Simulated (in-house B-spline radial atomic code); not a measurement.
# V¹⁰⁺: ionisation energy by several methods

How far do functionals differ on the ionisation energy of V¹⁰⁺? Each run solves V¹⁰⁺ and then the next ion ([Ne] 3s2).

The numbers are computed with in-house B-spline radial atomic code version 1 (Dirac-Coulomb, several functionals; spherical all-electron atom at the radial basis limit), except any that are marked as measured or tabulated.

### Step 1. The system

```
element       : vanadium (Z = 23)
charge        : +10
electrons     : 13
configuration : [Ne] 3s2 3p1
nucleus       : Fermi, rms radius 3.600 fm
```

The outer shells:

[Ne] 3s2 3p1
```
[Ne] core
3s [↑↓]
3p [↑ ][  ][  ]
```

The boxes only draw the filling; these runs are spin-restricted and spherical.

### Step 2. BP86, a GGA

Settings, as recorded:

```ini
Z = 23
electrons = 13.0
configuration = [Ne] 3s2 3p1
hamiltonian = dirac
method = b88,p86
spin_polarised = False
nucleus = fermi
rms_radius = 3.6002
mass_number = 51
atomic_mass = 50.943957664
speed_of_light = 137.035999084
```

### Step 3. AM05, a GGA

Changes to the settings of step 2:

```diff
@@ -4,3 +4,3 @@
 hamiltonian = dirac
-method = b88,p86
+method = am05
 spin_polarised = False
```

### Step 4. PBE, a GGA

Changes to the settings of step 3:

```diff
@@ -4,3 +4,3 @@
 hamiltonian = dirac
-method = am05
+method = pbe,pbe
 spin_polarised = False
```

### Step 5. PW91, a GGA

Changes to the settings of step 4:

```diff
@@ -4,3 +4,3 @@
 hamiltonian = dirac
-method = pbe,pbe
+method = pw91,pw91
 spin_polarised = False
```

### Step 6. PBEsol, a GGA

Changes to the settings of step 5:

```diff
@@ -4,3 +4,3 @@
 hamiltonian = dirac
-method = pw91,pw91
+method = pbesol
 spin_polarised = False
```

### Step 7. OLYP, a GGA

Changes to the settings of step 6:

```diff
@@ -4,3 +4,3 @@
 hamiltonian = dirac
-method = pbesol
+method = optx,lyp
 spin_polarised = False
```

The tabulated ionisation energy is 254.8 ± 0.4 eV (semi-empirical; NIST Atomic Spectra Database). What does each method give, and which comes nearest?

As calculated:

| method | rung | total energy (hartree) | ΔSCF (eV) | with Breit, QED, recoil (eV) | −ε highest (eV) | corrected ΔSCF less tabulated (eV) |
| --- | --- | --- | --- | --- | --- | --- |
| BP86 | GGA | -910.7803 | 254.54 | 254.47 | 240.71 (3p3/2) | -0.33 |
| AM05 | GGA | -908.6944 | 254.23 | 254.16 | 240.43 (3p3/2) | -0.64 |
| PBE | GGA | -910.4532 | 254.34 | 254.27 | 240.52 (3p3/2) | -0.53 |
| PW91 | GGA | -910.6883 | 254.59 | 254.52 | 240.75 (3p3/2) | -0.28 |
| PBEsol | GGA | -909.4623 | 254.24 | 254.17 | 240.43 (3p3/2) | -0.63 |
| OLYP | GGA | -910.7708 | 254.27 | 254.21 | 240.65 (3p3/2) | -0.59 |

**Reading.** The tabulated ionisation energy is 254.8 ± 0.4 eV (semi-empirical; NIST Atomic Spectra Database). PW91 comes nearest (-0.28 eV) and AM05 is farthest (-0.64 eV, 0.25 %). The table's own uncertainty exceeds the spread between the methods, so their order is not settled. PBE is off by -0.53 eV. Open shells are averaged (over orientations, and over spins where the run is restricted), while tables refer to the lowest levels. For the semilocal functionals minus the highest level recovers only 95 % of their own ΔSCF value, a mark of self-interaction.
